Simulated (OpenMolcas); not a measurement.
**A workflow on GeNH3 (SMILES [NH2][GeH])**

We compute a series of 18 runs (UHF/STO-3G, CASSCF(4,4)/STO-3G, CASPT2(4,4)/STO-3G, MC-PDFT[ftLSDA](4,4)/STO-3G, CASPT2[IPEA 0.15](4,4)/STO-3G, RASSCF(4,6)/STO-3G, SC-NEVPT2(4,4)/STO-3G, MC-PDFT[tPBE](4,4)/STO-3G, and more) of GeH3N. 

The results are computed with OpenMolcas 26.06.

1 further run of the same task is left out (set aside as unsound or not needed).

## (1) The molecule

GeNH3 has 5 atoms, charge 0, and is taken as a singlet. As SMILES, `[NH2][GeH]`. The coordinates come from a PBE0-D4/def2-TZVP relaxation. This is one conformer, not always the lowest.

Bond lengths: N1–Ge2 1.816 Å, N1–H3 1.008 Å, N1–H4 1.007 Å, Ge2–H5 1.602 Å. Angles: N1–Ge2–H5 92.6°, Ge2–N1–H3 121.9°, Ge2–N1–H4 125.6°, H3–N1–H4 112.5°.

## (2) The energy at UHF/STO-3G (scramble 0.25) (run 1)

File step1.inp:

```
* GeH3N Hartree-Fock

&GATEWAY
  Coord
  5
  bohr
  N     -0.15892597    -1.13799307     0.18405932
  Ge     1.86856119     1.61269227     0.49095085
  H      0.34128454    -2.83836864     0.87928957
  H     -1.86138023    -1.17181917    -0.66612846
  H     -0.09505322     3.39621579    -0.96621697
  Basis = STO-3G
  Group = NoSym

&SEWARD

&SCF
  UHF
  Scramble = 0.25
  PrOrbitals = 1
```

Run with:

```bash
$ export MOLCAS_MEM=1860
$ pymolcas step1.inp > step1.log
```

The program printed:

```text
--- Start Module: gateway ---
[...]
--- Stop Module: gateway /rc=_RC_ALL_IS_WELL_ ---
--- Start Module: seward ---
[...]
      Basis functions           26
--- Stop Module: seward /rc=_RC_ALL_IS_WELL_ ---
--- Start Module: scf ---
[...]
       Convergence after  16 Iterations
[...]
::    Total SCF energy                              -2107.1991413170
[...]
      Total spin, S                                     0.0000000000
[...]
      Total electronic charge=   42.000000
      Total            charge=   -0.000000
[...]
      Dipole Moment (debye):
      Origin of the operator (angstrom)=    0.7813    0.5973    0.2217
                   X= -6.7968E-01               Y= -7.6609E-01               Z= -1.4316E-01           Total=  1.0341E+00
      Quadrupole Moment (debye*angstrom):
[...]
--- Stop Module: scf /rc=_RC_ALL_IS_WELL_ ---
[...]
```

Wall time 1.9 s (1 thread of Arm Neoverse V1, shared host); peak memory 0.37 GiB.

## (3) The energy at CASSCF(4,4)/STO-3G (run 2)

File step2.input:

```
&GATEWAY
COORD
5
bohr
N     -0.15892597    -1.13799307     0.18405932
Ge     1.86856119     1.61269227     0.49095085
H      0.34128454    -2.83836864     0.87928957
H     -1.86138023    -1.17181917    -0.66612846
H     -0.09505322     3.39621579    -0.96621697
BASIS=STO-3G
GROUP=NoSym
&SEWARD
&RASSCF
FILEORB=$CurrDir/step1.UnaOrb
SPIN=1
NACTEL=4 0 0
INACTIVE=19
RAS2=4
ORBLISTING=NoCore
ORBAPPEAR=Compact
```

Run with:

```bash
$ export MOLCAS_MEM=1860
$ pymolcas step2.input > step2.log
```

The program printed:

```text
--- Start Module: gateway ---
[...]
--- Stop Module: gateway /rc=_RC_ALL_IS_WELL_ ---
--- Start Module: seward ---
[...]
      Basis functions           26
--- Stop Module: seward /rc=_RC_ALL_IS_WELL_ ---
--- Start Module: rasscf ---
[...]
      Number of active orbitals                  4
[...]
      Spin quantum number                      0.0
[...]
      Active orbitals                            4
[...]
      Number of CSFs                            20
[...]
      Number of root(s) required                 1
[...]
      Convergence after 28 iterations
[...]
      printout of CI-coefficients larger than  0.05 for root  1
      energy=   -2107.227348
      conf/sym  1111     Coeff  Weight
             1  2200  -0.98375 0.96776
             6  2020   0.08496 0.00722
             8  2002   0.08533 0.00728
             9  ud20  -0.06970 0.00486
            11  ud02   0.07743 0.00600
            12  0220   0.06435 0.00414
      Natural orbitals and occupation numbers for root  1
      sym 1:   1.975437   1.959538   0.033025   0.032001
      ************************************************************************************************************************
      *                                                    Final results                                                     *
[...]
::    RASSCF root number  1 Total energy:  -2107.22734814
[...]
      Total electronic charge=   42.000000
      Total            charge=   -0.000000
[...]
      Dipole Moment (debye):
      Origin of the operator (angstrom)=    0.7813    0.5973    0.2217
                   X= -5.5809E-01               Y= -6.5304E-01               Z= -1.1361E-01           Total=  8.6651E-01
      Quadrupole Moment (debye*angstrom):
[...]
--- Stop Module: rasscf /rc=_RC_ALL_IS_WELL_ ---
[...]
```

Run time: 2.2 s. Hardware: 1 thread of Arm Neoverse V1, shared host; peak memory 0.37 GiB.

Runs 3 to 17 aren't shown in full; the table further down has their settings and results.

## (4) The energy at MC-PDFT[tOreLYP](4,4)/STO-3G (run 18)

File step18.input:

```
* GeH3N MC-PDFT
>>> EXPORT MOLCAS_PRINT=2
&GATEWAY
Coord
5
bohr
N     -0.15892597    -1.13799307     0.18405932
Ge     1.86856119     1.61269227     0.49095085
H      0.34128454    -2.83836864     0.87928957
H     -1.86138023    -1.17181917    -0.66612846
H     -0.09505322     3.39621579    -0.96621697
Basis=STO-3G
Group=NoSym
&SEWARD
GridInput
Grid=UltraFine
End of Grid
&RASSCF
FileOrb=$CurrDir/step2.RasOrb
Spin=1
Nactel=4 0 0
Inactive=19
Ras2=4
OrbListing=NoCore
OrbAppear=Compact
&MCPDFT
KSDFT=T:OreLYP
```

Run with:

```bash
$ export MOLCAS_MEM=1860
$ pymolcas step18.input > step18.log
```

The program printed:

```text
--- Start Module: gateway ---
[...]
--- Stop Module: gateway /rc=_RC_ALL_IS_WELL_ ---
[...]
      Basis functions           26
[...]
--- Start Module: rasscf ---
[...]
      Number of active orbitals                  4
[...]
      Spin quantum number                      0.0
[...]
      Active orbitals                            4
[...]
      Number of CSFs                            20
[...]
      Number of root(s) required                 1
[...]
      Convergence after  4 iterations
[...]
      printout of CI-coefficients larger than  0.05 for root  1
      energy=   -2107.227348
      conf/sym  1111     Coeff  Weight
             1  2200  -0.98375 0.96776
             6  2020   0.08496 0.00722
             8  2002   0.08533 0.00728
             9  ud20  -0.06970 0.00486
            11  ud02   0.07743 0.00600
            12  0220   0.06436 0.00414
      Natural orbitals and occupation numbers for root  1
      sym 1:   1.975437   1.959537   0.033025   0.032001
      ************************************************************************************************************************
      *                                                    Final results                                                     *
[...]
::    RASSCF root number  1 Total energy:  -2107.22734814
[...]
      Total electronic charge=   42.000000
      Total            charge=   -0.000000
[...]
      Dipole Moment (debye):
      Origin of the operator (angstrom)=    0.7813    0.5973    0.2217
                   X= -5.5808E-01               Y= -6.5304E-01               Z= -1.1362E-01           Total=  8.6650E-01
      Quadrupole Moment (debye*angstrom):
[...]
--- Stop Module: rasscf /rc=_RC_ALL_IS_WELL_ ---
--- Start Module: mcpdft ---
[...]
 ###    WARNING: Deprecation warning: KSDF should be replaced                ###
 ###    with FUNC keyword                                                    ###
 ###############################################################################
[...]
::    MCPDFT root number  1 Total energy:  -2109.34680637
--- Stop Module: mcpdft /rc=_RC_ALL_IS_WELL_ ---
[...]
```

It took 2.6 s on 1 thread of Arm Neoverse V1, shared host; peak memory 0.37 GiB.

## (5) The series

| run | level | starting guess | task | partner | energy (Eh) | dipole moment (D) of the reference | wall time |
| --- | --- | --- | --- | --- | --- | --- | --- |
| 1 | UHF/STO-3G (scramble 0.25) | – | energy | base | -2107.199141 | 1.03 | 1.9 s |
| 2 | CASSCF(4,4)/STO-3G | orbitals of step 1 | energy | base | -2107.227348 | 0.87 | 2.2 s |
| 3 | CASPT2(4,4)/STO-3G (ipea shift 0.25 Eh, pt2 variant XDW, 2 states averaged, weight exponent 10) | orbitals of step 2 | excited | base | -2107.256066 | 1.07 | 2.5 s |
| 4 | MC-PDFT[ftLSDA](4,4)/STO-3G | orbitals of step 2 | energy | base | -2106.089261 | 0.87 | 2 s |
| 5 | CASPT2[IPEA 0.15](4,4)/STO-3G (PCM cyclohexane, ipea shift 0.15 Eh, pt2 variant SS, real shift 0.1 Eh) | orbitals of step 2 | energy | base | -2107.259860 | 0.93 | 2.8 s |
| 6 | CASPT2[IPEA 0.15](4,4)/STO-3G (ipea shift 0.15 Eh, pt2 variant SS, sigma2 shift 0.3) | orbitals of step 2 | energy | base | -2107.257689 | 0.87 | 1.8 s |
| 7 | CASPT2[IPEA 0.15](4,4)/STO-3G (ipea shift 0.15 Eh, pt2 variant SS, sigma2 shift 0.3) | orbitals of step 2 | energy | base | -2107.257689 | 0.87 | 1.8 s |
| 8 | CASPT2(4,4)/STO-3G (ipea shift 0.25 Eh, pt2 variant SS) | orbitals of step 2 | energy | triplet | -2107.160717 | 1.32 | 2.2 s |
| 9 | RASSCF(4,6)/STO-3G | orbitals of step 2 | energy | base | -2107.230579 | 0.81 | 3.9 s |
| 10 | CASSCF(4,4)/STO-3G (root 1) | orbitals of step 2 | gradient | base | -2107.227348 | 0.87 | 2 s |
| 11 | CASSCF(4,4)/STO-3G | orbitals of step 2 | energy | base | -2107.227348 | 0.87 | 1.7 s |
| 12 | SC-NEVPT2(4,4)/STO-3G (pt2 variant SC-NEVPT2) | orbitals of step 2 | energy | base | -2107.255697 | 0.87 | 1.8 s |
| 13 | MC-PDFT[tPBE](4,4)/STO-3G | orbitals of step 2 | gradient | base | -2108.333780 | 0.87 | 4.2 s |
| 14 | CASSCF(4,4)/STO-3G (valence bond yes) | orbitals of step 2 | energy | base | -2107.227348 | 0.87 | 1.9 s |
| 15 | CASSCF(4,4)/STO-3G | orbitals of step 2 | frequencies | base | not converged | – | 22 s |
| 16 | MC-PDFT[ftrevPBE](4,4)/STO-3G | orbitals of step 2 | energy | rattled | -2108.867539 | 0.71 | 2.4 s |
| 17 | CASPT2[IPEA 0](4,4)/STO-3G (ipea shift 0 Eh, pt2 variant SS, real shift 0.1 Eh) | orbitals of step 2 | energy | base | -2107.257787 | 0.87 | 1.9 s |
| 18 | MC-PDFT[tOreLYP](4,4)/STO-3G | orbitals of step 2 | energy | base | -2109.346806 | 0.87 | 2.6 s |

## (6) Summary of results

| quantity | value |
| --- | --- |
| run 18, MC-PDFT[tOreLYP](4,4)/STO-3G: total energy | -2109.34681 Eh |
| run 18, MC-PDFT[tOreLYP](4,4)/STO-3G: dipole moment (CASSCF density) | 0.87 D |

What this shows: Below the UHF energy at the same shape and in the same basis (STO-3G): CASSCF(4,4) -28.2 mEh; CASPT2[IPEA 0.15](4,4) -58.5 mEh; RASSCF(4,6) -31.4 mEh; SC-NEVPT2(4,4) -56.6 mEh; CASPT2[IPEA 0](4,4) -58.6 mEh. Active-space methods hold only the correlation inside their space unless a perturbation or CI step follows. Over runs 1, 2, 10, 11, 14 the dipole moment (its size) runs from 0.87 D (CASSCF(4,4)/STO-3G) to 1.03 D (UHF/STO-3G). In runs 1, 2, 4, 5, 6, 7, 8, 9 and more the basis is minimal, so the values are rough. All runs together took 61 s, the longest 22 s. 1 of the 18 runs did not end normally.
